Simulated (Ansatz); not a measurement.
**CH₅SSn radical: a ladder of functionals and wavefunction methods**

The task here is to estimate one member of a computed series from the others.

The runs use Ansatz 0.2.0, Gaussian basis; functionals in def2-TZVPP, the program's frozen cores in correlated methods.

Levels to be run: LDA (SPW92), PBE-D4, revPBE-D4, BLYP-D4, r2SCAN-D4, B97M-V, PBE0-D4, B3LYP-D4, r2SCANh-D4, r2SCAN0-D4, HSE06-D4, BHLYP-D4, CAM-B3LYP-D4, LC-ωPBE, ωB97X-V, ωB97M-V, B2PLYP, PBE-QIDH; CCSD(T)/def2-SVP; CCSD(T)/def2-TZVPP; MP2/def2-QZVPP; extrapolation to the limit; RPA on PBE.

### The geometry

All runs share one geometry, relaxed beforehand with PBE0-D4 in a triple-zeta def2 set. Sn takes the def2 core potential; no spin-orbit term is included.

SMILES `C[S][SnH2]`, 8 atoms, charge 0, spin multiplicity 2.

Atoms are counted from 1 here; the program's logs count them from 0.

Bond lengths: C1–S2 1.815 Å, C1–H4 1.090 Å, C1–H5 1.090 Å, C1–H6 1.090 Å, S2–Sn3 2.402 Å, Sn3–H7 1.731 Å, Sn3–H8 1.723 Å. Angles: S2–C1–H4 111.2°, S2–C1–H5 111.4°, S2–C1–H6 106.6°, H4–C1–H5 109.9°, H4–C1–H6 108.6°, H5–C1–H6 108.8°, C1–S2–Sn3 100.8°, S2–Sn3–H7 106.1°, S2–Sn3–H8 104.6°, H7–Sn3–H8 110.0°.

The first run:

in.yaml reads:

```yaml
crystal:
  periodic: [false, false, false]
  atoms:
    - {symbol: C, position_ang: [-0.678899, 1.155494, -0.442602]}
    - {symbol: S, position_ang: [-0.981253, -0.130389, 0.801592]}
    - {symbol: Sn, position_ang: [0.670733, -1.758718, 0.178994]}
    - {symbol: H, position_ang: [-0.974033, 0.820151, -1.436370]}
    - {symbol: H, position_ang: [0.366112, 1.464795, -0.450158]}
    - {symbol: H, position_ang: [-1.296840, 2.009761, -0.165405]}
    - {symbol: H, position_ang: [2.127326, -0.872502, -0.120933]}
    - {symbol: H, position_ang: [0.858954, -2.745592, 1.579082]}
basis:
  gaussian: {orbitals: def2-TZVPP}
magnetization: {spin_polarized: true, initial_magnetization: 1}
hamiltonian: {xc: lda}
output: {orbitals: {seedname: orbitals}}
```

Steps of the session up to this table: LDA; PBE-D4 (GGA); revPBE-D4 (GGA); BLYP-D4 (GGA); r2SCAN-D4 (meta-GGA); B97M-V (meta-GGA); PBE0-D4 (hybrid); B3LYP-D4 (hybrid); r2SCANh-D4 (hybrid); r2SCAN0-D4 (hybrid); HSE06-D4 (hybrid); BHLYP-D4 (hybrid); CAM-B3LYP-D4 (range-separated); LC-ωPBE-D4 (range-separated; the results give it without D4); ωB97X-V (range-separated); ωB97M-V (range-separated); B2PLYP (double hybrid); PBE-QIDH (double hybrid).

One table of the session follows, with a row left open; its other results are not shown here.

It belongs to the step «Frontier levels by functional». 

```
  functional  HOMO (eV)  LUMO (eV)  gap (eV)
 LDA (SPW92)      -4.87      -4.24      0.63
      PBE-D4      -4.83      -3.95      0.88
   revPBE-D4      -4.80      -3.85      0.96
     BLYP-D4      -4.66      -3.95      0.71
   r2SCAN-D4          ?          ?         ?
      B97M-V      -5.03      -4.10      0.94
     PBE0-D4      -5.88      -3.17      2.71
    B3LYP-D4      -5.65      -3.52      2.13
  r2SCANh-D4      -5.54      -3.40      2.14
  r2SCAN0-D4      -6.12      -2.97      3.15
    HSE06-D4      -5.49      -3.54      1.95
    BHLYP-D4      -6.76      -2.45      4.32
CAM-B3LYP-D4      -7.06      -2.33      4.74
     LC-ωPBE      -8.39      -1.03      7.36
     ωB97X-V      -7.96      -1.40      6.56
     ωB97M-V      -7.85      -1.51      6.34
```

Estimate the missing values for r2SCAN-D4.

Worked estimate for «HOMO (eV)». Against the share of exact exchange, r2SCANh-D4 (0.1, -5.54), r2SCAN0-D4 (0.25, -6.12) give a slope of -3.87 per unit share; at 0 the line stands at -5.15.

As computed: HOMO (eV): -5.15; LUMO (eV): -3.69; gap (eV): 1.47. In «HOMO (eV)» the line misses by 0.00.
